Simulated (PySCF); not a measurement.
# C5H7BCl2GaN: the cost of one run

The runs use PySCF 2.14.0, with density-fitted response routines of our own; the level of theory stands in each step. All values are computed, except where a source is named. Atoms are numbered from 0 throughout.

### Step 1. The starting structure

17 atoms, charge 0, multiplicity 1; geometry from: UFF. The atoms were then displaced at random by about 0.03 Å, so the start is not that level's minimum.

Bonds of the start (Å): Cl0–B1 1.86, B1–Cl2 1.89, B1–C3 1.70, C3–C4 1.35, C4–C5 1.40, C5–N6 1.36, N6–Ga7 1.94, N6–C8 1.36, C8–C9 1.40, C9–C3 1.32, C4–H10 1.12, C5–H11 1.12, Ga7–H12 1.58, Ga7–H13 1.61, Ga7–H14 1.64, C8–H15 1.12, C9–H16 1.12.

### Step 2. Geometry optimisation at PBE0-D3(BJ)/def2-SVP

Job settings and geometry (Å):

```
{"job": {"xc": "PBE0", "basis": "def2-SVP", "d3": "d3bj", "grid": 1, "shake": 0.03, "kind": "geom"}, "charge": 0, "multiplicity": 1}
Cl    -4.067110    -1.555870     0.870750
B     -3.224510    -0.269010    -0.183310
Cl    -4.252190     0.812170    -1.340230
C     -1.533570    -0.126570    -0.104100
C     -0.906760    -0.974530     0.743010
C      0.480170    -0.816600     0.826390
N      1.164580     0.069510     0.047530
Ga     3.090740     0.265070     0.159330
C      0.438970     0.908790    -0.737680
C     -0.954700     0.793000    -0.853990
H     -1.412830    -1.694290     1.432910
H      1.068490    -1.463060     1.530240
H      3.551320     0.765690    -1.270830
H      3.355820     1.339880     1.330600
H      3.675390    -1.207260     0.564150
H      0.964590     1.661680    -1.383840
H     -1.466920     1.490800    -1.570660
```

The run is started by

```sh
$ OMP_NUM_THREADS=1 python probes_run.py task.json out
```

The driver reads the jobs from task.json and runs them one after another.

**Question.** How long does this first job take on 1 thread of Arm Neoverse V1, shared host, and how much memory does it need?

About 4.8 min, with a peak of 0.96 GiB.
